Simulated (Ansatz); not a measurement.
# Mg26GaS27 (Niningerite): the cost of one run

Computed with Ansatz 0.2.0 (DFT, PBE, plane-wave PAW, default files, scalar-relativistic, unless a step's input says otherwise).

### Step 1. The starting structure

Symmetry: Fm-3m, No. 225, cubic system. The conventional cell has a = 15.610 Å, b = 15.610 Å, c = 15.610 Å, α = 90.00°, β = 90.00°, γ = 90.00°. Around Ga (site symmetry m-3m) lie 6 S at 2.60 Å. Mg (site symmetry mm2) is surrounded by 6 S at 2.60 Å. Around Mg (site symmetry 3m) lie 6 S at 2.60 Å. Mg (site symmetry 4mm) has 6 S at 2.60 Å as nearest neighbours. Around S (site symmetry 3m) lie 6 Mg at 2.60 Å. S (site symmetry 4mm) has 5 Mg at 2.60 Å and 1 Ga at 2.60 Å as nearest neighbours. S (site symmetry mm2) is surrounded by 6 Mg at 2.60 Å. S (site symmetry m-3m) has 6 Mg at 2.60 Å as nearest neighbours.

As a file:

```cif
data_structure
_symmetry_space_group_name_H-M 'Fm-3m'
_symmetry_Int_Tables_number 225
_cell_length_a 15.6099
_cell_length_b 15.6099
_cell_length_c 15.6099
_cell_angle_alpha 90.000
_cell_angle_beta 90.000
_cell_angle_gamma 90.000
_cell_volume 3803.65
loop_
_atom_site_label
_atom_site_type_symbol
_atom_site_symmetry_multiplicity
_atom_site_Wyckoff_symbol
_atom_site_fract_x
_atom_site_fract_y
_atom_site_fract_z
_atom_site_occupancy
Ga1 Ga 4 a 0.00000 0.00000 0.00000 1
Mg1 Mg 48 h 0.16667 0.16667 0.00000 1
Mg2 Mg 32 f 0.83333 0.16667 0.66667 1
Mg3 Mg 24 e 0.50000 0.00000 0.83333 1
S1 S 32 f 0.16667 0.66667 0.66667 1
S2 S 24 e 0.50000 0.00000 0.66667 1
S3 S 48 i 0.50000 0.83333 0.83333 1
S4 S 4 b 0.50000 0.00000 0.00000 1
```

Atom 1 of the input is the impurity.

### Step 2. Gradients at the starting positions

Contents of input.yaml:

```yaml
crystal:
  lattice:
    - [0.0, 7.80495, 7.80495]
    - [7.80495, 0.0, 7.80495]
    - [7.80495, 7.80495, 0.0]
  atoms:
    - { symbol: Ga, position: [0.0, 0.0, 0.0] }
    - { symbol: Mg, position: [0.0, 0.0, 0.3333333333] }
    - { symbol: Mg, position: [0.0, 0.0, 0.6666666667] }
    - { symbol: Mg, position: [0.0, 0.3333333333, 0.0] }
    - { symbol: Mg, position: [0.0, 0.3333333333, 0.3333333333] }
    - { symbol: Mg, position: [0.0, 0.3333333333, 0.6666666667] }
    - { symbol: Mg, position: [0.0, 0.6666666667, 0.0] }
    - { symbol: Mg, position: [0.0, 0.6666666667, 0.3333333333] }
    - { symbol: Mg, position: [0.0, 0.6666666667, 0.6666666667] }
    - { symbol: Mg, position: [0.3333333333, 0.0, 0.0] }
    - { symbol: Mg, position: [0.3333333333, 0.0, 0.3333333333] }
    - { symbol: Mg, position: [0.3333333333, 0.0, 0.6666666667] }
    - { symbol: Mg, position: [0.3333333333, 0.3333333333, 0.0] }
    - { symbol: Mg, position: [0.3333333333, 0.3333333333, 0.3333333333] }
    - { symbol: Mg, position: [0.3333333333, 0.3333333333, 0.6666666667] }
    - { symbol: Mg, position: [0.3333333333, 0.6666666667, 0.0] }
    - { symbol: Mg, position: [0.3333333333, 0.6666666667, 0.3333333333] }
    - { symbol: Mg, position: [0.3333333333, 0.6666666667, 0.6666666667] }
    - { symbol: Mg, position: [0.6666666667, 0.0, 0.0] }
    - { symbol: Mg, position: [0.6666666667, 0.0, 0.3333333333] }
    - { symbol: Mg, position: [0.6666666667, 0.0, 0.6666666667] }
    - { symbol: Mg, position: [0.6666666667, 0.3333333333, 0.0] }
    - { symbol: Mg, position: [0.6666666667, 0.3333333333, 0.3333333333] }
    - { symbol: Mg, position: [0.6666666667, 0.3333333333, 0.6666666667] }
    - { symbol: Mg, position: [0.6666666667, 0.6666666667, 0.0] }
    - { symbol: Mg, position: [0.6666666667, 0.6666666667, 0.3333333333] }
    - { symbol: Mg, position: [0.6666666667, 0.6666666667, 0.6666666667] }
    - { symbol: S, position: [0.1666666667, 0.1666666667, 0.1666666667] }
    - { symbol: S, position: [0.1666666667, 0.1666666667, 0.5] }
    - { symbol: S, position: [0.1666666667, 0.1666666667, 0.8333333333] }
    - { symbol: S, position: [0.1666666667, 0.5, 0.1666666667] }
    - { symbol: S, position: [0.1666666667, 0.5, 0.5] }
    - { symbol: S, position: [0.1666666667, 0.5, 0.8333333333] }
    - { symbol: S, position: [0.1666666667, 0.8333333333, 0.1666666667] }
    - { symbol: S, position: [0.1666666667, 0.8333333333, 0.5] }
    - { symbol: S, position: [0.1666666667, 0.8333333333, 0.8333333333] }
    - { symbol: S, position: [0.5, 0.1666666667, 0.1666666667] }
    - { symbol: S, position: [0.5, 0.1666666667, 0.5] }
    - { symbol: S, position: [0.5, 0.1666666667, 0.8333333333] }
    - { symbol: S, position: [0.5, 0.5, 0.1666666667] }
    - { symbol: S, position: [0.5, 0.5, 0.5] }
    - { symbol: S, position: [0.5, 0.5, 0.8333333333] }
    - { symbol: S, position: [0.5, 0.8333333333, 0.1666666667] }
    - { symbol: S, position: [0.5, 0.8333333333, 0.5] }
    - { symbol: S, position: [0.5, 0.8333333333, 0.8333333333] }
    - { symbol: S, position: [0.8333333333, 0.1666666667, 0.1666666667] }
    - { symbol: S, position: [0.8333333333, 0.1666666667, 0.5] }
    - { symbol: S, position: [0.8333333333, 0.1666666667, 0.8333333333] }
    - { symbol: S, position: [0.8333333333, 0.5, 0.1666666667] }
    - { symbol: S, position: [0.8333333333, 0.5, 0.5] }
    - { symbol: S, position: [0.8333333333, 0.5, 0.8333333333] }
    - { symbol: S, position: [0.8333333333, 0.8333333333, 0.1666666667] }
    - { symbol: S, position: [0.8333333333, 0.8333333333, 0.5] }
    - { symbol: S, position: [0.8333333333, 0.8333333333, 0.8333333333] }
total_charge: 1
kpoints:
  mp_grid: { grid: [2, 2, 2] }
scf:
  occupations: { method: fermi_dirac, width: 0.01 }
hamiltonian:
  xc: pbe
  pseudopotentials: { kind: paw }
output:
  forces: true
  stress: true
  populations: true
  efg:
    quadrupole_moments_barn: { Ga: 0.107, Mg: 0.1994, S: -0.0694 }
    contact_densities: true
```

Run with:

```sh
ansatz run input.yaml --threads 1 --pin off --max-ram 3072MiB --backend cpu --events-out ev --progress --plain --runs-dir out
```

Q: Estimate wall time and peak memory on 1 thread of Arm Neoverse V1, shared host.

About 98 s, with a peak of 1.7 GiB.
